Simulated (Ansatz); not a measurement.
Write a Python script for Ansatz 0.2.0, Python API that makes a geometry optimisation of C2H7AlGeO, SMILES [AlH2][CH]1O[CH2][GeH2]1. Use: B3LYP, def2-SVP basis, multiplicity 1.

```yaml
atoms:
  - { symbol: Al, position_ang: [0.0202, 1.4488, 1.5957] }
  - { symbol: C, position_ang: [-0.5341, -0.2230, 0.6868] }
  - { symbol: O, position_ang: [-1.4477, 0.0082, -0.3945] }
  - { symbol: C, position_ang: [-0.5061, -0.4733, -1.4034] }
  - { symbol: Ge, position_ang: [0.9474, -0.9660, -0.3331] }
  - { symbol: H, position_ang: [1.5279, 1.8302, 1.7401] }
  - { symbol: H, position_ang: [-0.9118, 2.7739, 1.2921] }
  - { symbol: H, position_ang: [-0.9146, -0.9481, 1.3877] }
  - { symbol: H, position_ang: [-1.0284, -1.3573, -1.8435] }
  - { symbol: H, position_ang: [-0.3308, 0.3195, -2.1033] }
  - { symbol: H, position_ang: [1.0960, -2.4887, -0.1099] }
  - { symbol: H, position_ang: [2.1590, 0.0206, -0.4805] }
```

`opt_c2h7algeo.py`
```python
"""Geometry optimisation of C2H7AlGeO."""

import itertools

import ansatz as az
from ase.data import atomic_numbers, covalent_radii
import numpy as np

BASIS_SET = "def2-SVP"
XC = "b3lyp"

GEOMETRY = """
Al    0.02020    1.44880    1.59570
C    -0.53410   -0.22300    0.68680
O    -1.44770    0.00820   -0.39450
C    -0.50610   -0.47330   -1.40340
Ge    0.94740   -0.96600   -0.33310
H     1.52790    1.83020    1.74010
H    -0.91180    2.77390    1.29210
H    -0.91460   -0.94810    1.38770
H    -1.02840   -1.35730   -1.84350
H    -0.33080    0.31950   -2.10330
H     1.09600   -2.48870   -0.10990
H     2.15900    0.02060   -0.48050
"""

mol = az.Crystal.molecule()
for line in GEOMETRY.strip().splitlines():
    symbol, *xyz = line.split()
    mol = mol.atom(symbol, [float(v) for v in xyz])

setup = mol.calculation().basis(gaussian=BASIS_SET).functional(XC)
symbols = [site.symbol for site in mol.cartesian_sites]
start = np.array([site.position_ang for site in mol.cartesian_sites], dtype=float)
def progress(event):
    if event["event"] == "relax_step":
        row = event["data"]
        print(f"step {row['step']:3d}  E = {row['lagrangian_ev']:.6f} eV  largest force component {row['allowed_force_max_ev_ang']:.4f} eV/A")


summary = setup.relax(force_tolerance=0.01, max_steps=100).session().plan().execute(on_event=progress).report
end = np.array(summary["positions_ang"])

print(f"E = {summary['free_energy_ev']:.6f} eV = {summary['free_energy_ev'] / 27.211386246:.7f} Ha")
print("converged:", summary["converged"], " doubts:", summary["published_state_doubts"] or "none")

# pairs closer than 1.2 times the sum of covalent radii, before or after
radius = [covalent_radii[atomic_numbers[s]] for s in symbols]
span = lambda where, i, j: np.linalg.norm(where[i] - where[j])
bonded = [(i, j) for i, j in itertools.combinations(range(len(symbols)), 2) if min(span(start, i, j), span(end, i, j)) < 1.2 * (radius[i] + radius[j])]
print("pair        before    after (A)")
for i, j in bonded:
    print(f"{symbols[i]}{i}-{symbols[j]}{j}".ljust(10), f"{span(start, i, j):8.4f} {span(end, i, j):8.4f}")
for first, second in list(itertools.combinations(bonded, 2)):
    shared = set(first) & set(second)
    if shared and symbols[(j := shared.pop())] != "H":
        i, k = sorted((set(first) | set(second)) - {j})
        u, v = end[i] - end[j], end[k] - end[j]
        angle = np.degrees(np.arccos(np.clip(u @ v / np.linalg.norm(u) / np.linalg.norm(v), -1, 1)))
        print(f"final angle {symbols[i]}{i}-{symbols[j]}{j}-{symbols[k]}{k}: {angle:.2f} deg")

charges = summary["charge_distribution"]
dipole = np.array(charges["dipole_moment_e_ang"]) * 4.803205
print("dipole (D): {:.3f} {:.3f} {:.3f}, length {:.3f}".format(*dipole, np.linalg.norm(dipole)))
print("atom  Mulliken   Lowdin")
for symbol, m, l in zip(symbols, charges["mulliken_charges_e"], charges["lowdin_charges_e"]):
    print(f"{symbol:4s} {m:9.3f} {l:8.3f}")
```

Running `python opt_c2h7algeo.py` prints:
```text
step   1  E = -67336.464344 eV  largest force component 3.5267 eV/A
step   2  E = -67337.391534 eV  largest force component 1.3223 eV/A
step   3  E = -67337.492582 eV  largest force component 0.4923 eV/A
step   4  E = -67337.528698 eV  largest force component 0.2318 eV/A
step   5  E = -67337.547987 eV  largest force component 0.1594 eV/A
step   6  E = -67337.560570 eV  largest force component 0.2784 eV/A
step   7  E = -67337.572281 eV  largest force component 0.3058 eV/A
step   8  E = -67337.591568 eV  largest force component 0.1875 eV/A
step   9  E = -67337.607229 eV  largest force component 0.0820 eV/A
step  10  E = -67337.610751 eV  largest force component 0.2095 eV/A
step  11  E = -67337.613112 eV  largest force component 0.0991 eV/A
step  12  E = -67337.614851 eV  largest force component 0.0774 eV/A
step  13  E = -67337.614972 eV  largest force component 0.0485 eV/A
step  14  E = -67337.615850 eV  largest force component 0.0188 eV/A
step  15  E = -67337.615900 eV  largest force component 0.0128 eV/A
step  16  E = -67337.615929 eV  largest force component 0.0022 eV/A
E = -67337.616228 eV = -2474.6117533 Ha
converged: True  doubts: none
pair        before    after (A)
Al0-C1       1.9820   1.9608
Al0-H5       1.5619   1.5902
Al0-H6       1.6482   1.5851
C1-O2        1.4343   1.4493
C1-Ge4       1.9460   2.0285
C1-H7        1.0779   1.1102
O2-C3        1.4616   1.4297
C3-Ge4       1.8711   1.9995
C3-H8        1.1171   1.1072
C3-H9        1.0720   1.1026
Ge4-H10      1.5461   1.5460
Ge4-H11      1.5694   1.5494
final angle C1-Al0-H5: 117.77 deg
final angle C1-Al0-H6: 120.94 deg
final angle Al0-C1-O2: 114.87 deg
final angle Al0-C1-Ge4: 117.42 deg
final angle Al0-C1-H7: 114.39 deg
final angle H5-Al0-H6: 121.09 deg
final angle O2-C1-Ge4: 90.04 deg
final angle O2-C1-H7: 111.27 deg
final angle C1-O2-C3: 106.38 deg
final angle Ge4-C1-H7: 106.25 deg
final angle C1-Ge4-C3: 69.81 deg
final angle C1-Ge4-H10: 119.45 deg
final angle C1-Ge4-H11: 117.64 deg
final angle O2-C3-Ge4: 91.78 deg
final angle O2-C3-H8: 112.25 deg
final angle O2-C3-H9: 111.29 deg
final angle Ge4-C3-H8: 113.69 deg
final angle Ge4-C3-H9: 118.22 deg
final angle C3-Ge4-H10: 120.21 deg
final angle C3-Ge4-H11: 116.79 deg
final angle H8-C3-H9: 108.72 deg
final angle H10-Ge4-H11: 108.78 deg
dipole (D): 0.840 -1.361 -0.413, length 1.652
atom  Mulliken   Lowdin
Al       0.587    0.313
C       -0.170   -0.132
O       -0.393    0.009
C        0.088    0.012
Ge       0.294    0.179
H       -0.185   -0.131
H       -0.171   -0.123
H        0.042    0.007
H        0.025   -0.011
H        0.035   -0.012
H       -0.071   -0.057
H       -0.080   -0.055
```

Reading the output:
- Total energies depend on the basis set; only differences at equal settings carry meaning.
- The end point is the stationary point reached from this start; no frequency run checks that it is a minimum, and the basis set is modest.
- The Löwdin charges here are taken after orthogonalising the functions within each atom; they differ from plain Löwdin charges, and their signs can be unphysical.
- b3lyp holds the VWN-RPA fit, as in Gaussian; the form of ORCA and Turbomole is b3lyp5.
- Run time: 2.4 min on 1 thread of Arm Neoverse V1, on a shared host, peak memory 0.41 GiB.
